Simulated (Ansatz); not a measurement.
# CH₅ClOSn: one species, many methods

Aim: compute CH₅ClOSn with functionals from several rungs and with coupled cluster, and see how far each lands from CCSD(T) at the basis-set limit for the atomisation energy.

Computed with Ansatz 0.2.0, Gaussian basis. Level: functionals in def2-TZVPP, the program's frozen cores in correlated methods.

Levels to be run: LDA (SPW92), PBE-D4, revPBE-D4, BLYP-D4, r2SCAN-D4, B97M-V, PBE0-D4, B3LYP-D4, r2SCANh-D4, r2SCAN0-D4, HSE06-D4, BHLYP-D4, CAM-B3LYP-D4, LC-ωPBE, ωB97X-V, ωB97M-V, B2PLYP, PBE-QIDH; CCSD(T)/def2-SVP; CCSD(T)/def2-TZVPP; MP2/def2-QZVPP; extrapolation to the limit; RPA on PBE.

**1. The relaxed structure**

The geometry comes from an earlier relaxation with PBE0-D4 in a triple-zeta def2 set; it is a stationary point, not always the lowest conformer. Sn takes the def2 core potential; no spin-orbit term is included.

SMILES `[CH3][SnH]([OH])[Cl]`, 9 atoms, charge 0, spin multiplicity 1.

Atoms are counted from 1 here; the program's logs count them from 0.

Bond lengths: C1–Sn2 2.113 Å, C1–H5 1.089 Å, C1–H6 1.089 Å, C1–H7 1.090 Å, Sn2–O3 1.957 Å, Sn2–Cl4 2.339 Å, Sn2–H8 1.706 Å, O3–H9 0.960 Å. Angles: Sn2–C1–H5 110.0°, Sn2–C1–H6 108.2°, Sn2–C1–H7 109.6°, H5–C1–H6 109.7°, H5–C1–H7 109.8°, H6–C1–H7 109.6°, C1–Sn2–O3 105.1°, C1–Sn2–Cl4 109.1°, C1–Sn2–H8 120.2°, O3–Sn2–Cl4 106.3°, O3–Sn2–H8 110.1°, Cl4–Sn2–H8 105.4°, Sn2–O3–H9 113.9°.

**2. LDA**

This LDA is Slater exchange with PW92 correlation.

Input file in.yaml:

```yaml
crystal:
  periodic: [false, false, false]
  atoms:
    - {symbol: C, position_ang: [0.238711, 1.231585, -0.775247]}
    - {symbol: Sn, position_ang: [-0.039557, -0.718955, -0.010965]}
    - {symbol: O, position_ang: [0.421637, -0.593697, 1.886896]}
    - {symbol: Cl, position_ang: [-2.314799, -1.256156, -0.098113]}
    - {symbol: H, position_ang: [-0.076960, 1.271920, -1.816894]}
    - {symbol: H, position_ang: [-0.364123, 1.917869, -0.181976]}
    - {symbol: H, position_ang: [1.290150, 1.507637, -0.697398]}
    - {symbol: H, position_ang: [0.766037, -2.042784, -0.724217]}
    - {symbol: H, position_ang: [0.167203, -1.363519, 2.400913]}
basis:
  gaussian: {orbitals: def2-TZVPP}
hamiltonian: {xc: lda}
output: {orbitals: {seedname: orbitals}}
```

Launch:

```
$ ansatz run in.yaml --threads 4 --pin off --events-out ev --progress --plain --max-ram 10444MiB
```

Further steps of the session: PBE-D4 (GGA); revPBE-D4 (GGA); BLYP-D4 (GGA); r2SCAN-D4 (meta-GGA); B97M-V (meta-GGA); B3LYP-D4 (hybrid); r2SCANh-D4 (hybrid); r2SCAN0-D4 (hybrid); HSE06-D4 (hybrid); BHLYP-D4 (hybrid); CAM-B3LYP-D4 (range-separated); LC-ωPBE (range-separated); ωB97X-V (range-separated); ωB97M-V (range-separated); B2PLYP (double hybrid); PBE-QIDH (double hybrid); CCSD(T) in def2-SVP; CCSD(T) in def2-TZVPP; MP2 in def2-QZVPP; RPA on PBE orbitals.

**Question.** What will the summary of the whole plan be? Wanted: atomisation energy, CCSD(T)/CBS; farthest beyond LDA; mean size of error, GGA; mean size of error, meta-GGA; mean size of error, hybrid; mean size of error, range-separated; mean size of error, double hybrid; gap, smallest and largest; T1 diagnostic.

As calculated:

| quantity | value |
| --- | --- |
| atomisation energy, CCSD(T)/CBS | 710.1 kcal/mol |
| functionals within 7.1 kcal/mol (1.0 %) | PBE-D4, r2SCAN-D4, B97M-V, ωB97X-V, ωB97M-V |
| farthest beyond LDA | BHLYP-D4 (-31.9 kcal/mol) |
| mean size of error, GGA | 10.8 kcal/mol |
| mean size of error, meta-GGA | 3.4 kcal/mol |
| mean size of error, hybrid | 16.6 kcal/mol |
| mean size of error, range-separated | 8.0 kcal/mol |
| mean size of error, double hybrid | 16.5 kcal/mol |
| gap, smallest and largest | 5.35 eV (LDA (SPW92)), 12.88 eV (LC-ωPBE) |
| T1 diagnostic | 0.0119 |
| triples share of the correlation energy | 3.5 % |

What this shows: LDA overbinds by 92.5 kcal/mol (13 %). PBE-D4 is off by 0.0 kcal/mol. Double hybrids carry the basis error of their MP2 part in triple zeta, and no dispersion term here, so their miss is partly the set-up's. By mean error the best rung here is meta-GGA (3.4 kcal/mol) and the worst beyond LDA is hybrid (16.6 kcal/mol). double hybrid functionals lie within the reference's doubt of that worst mean (16.5 kcal/mol), so those two tie. The mean of the hybrids holds BHLYP, with half exact exchange. Misses under about 7.1 kcal/mol are within the doubt on the reference itself, which lacks core-valence correlation, spin-orbit coupling and higher excitations, and its outer-core shells are covered unevenly. All levels share the lack of spin-orbit coupling, which lowers the free heavy atoms and so the true binding. Hartree-Fock recovers 71 % of the binding; the rest is correlation. CCSD(T) in def2-SVP is off by -57.9 kcal/mol, which most functionals beat. The gap grows from 5.3 to 12.9 eV across the functionals, mostly with the share of exact exchange. Correlated methods include outer-core shells of Sn, which these sets cover unevenly.
